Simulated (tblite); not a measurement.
# C6H9NO2: the cost of one run

Programs: PySCF 2.14.0 with density-fitted response routines of our own, and tblite 0.8.0. All values are computed, except where a source is named. Atoms count from 0 throughout.

### Step 1. The molecule as given

18 atoms, charge 0, multiplicity 1; geometry from: force field or distance geometry start.

Bonds of the start (Å): C0–C1 1.28, C0–H10 1.09, C0–H9 1.10, C1–C2 1.32, C2–C3 1.51, C2–H11 1.08, C3–C6 1.55, C3–H12 1.08, C3–O4 1.44, C5–H13 1.09, C5–H14 1.10, C5–H15 1.09, C6–N7 1.38, C6–O8 1.23, N7–H16 1.01, N7–H17 1.01, O4–C5 1.42.

### Step 2. GFN2-xTB relaxation, start minimum

What the job is given:

```
{"job": {"xc": "GFN2-xTB", "basis": "xTB", "kind": "relax"}, "charge": 0, "multiplicity": 1}
C     -2.929100    -1.488300    -0.479000
C     -1.709700    -1.271400    -0.142700
C     -0.456500    -1.076400     0.213200
C      0.380600     0.082100    -0.264500
O      0.712500     0.886100     0.887900
C     -0.249500     1.915100     1.100900
C      1.679700    -0.476700    -0.901900
N      2.839000     0.138200    -0.479200
O      1.724600    -1.381500    -1.732500
H     -3.754500    -1.262100     0.207400
H     -3.177000    -1.915900    -1.447300
H     -0.000400    -1.780300     0.892400
H     -0.118800     0.676600    -1.019900
H     -0.274800     2.597300     0.245900
H      0.059900     2.491800     1.988100
H     -1.238700     1.494800     1.303600
H      2.797200     0.664200     0.386100
H      3.706600    -0.287500    -0.770200
```

Launch:

```bash
OMP_NUM_THREADS=1 python ens_run.py task.json out
```

One launch serves the whole session.

**Question.** How long does this first job take on 1 thread of AMD EPYC, shared host?

About 2.5 s.
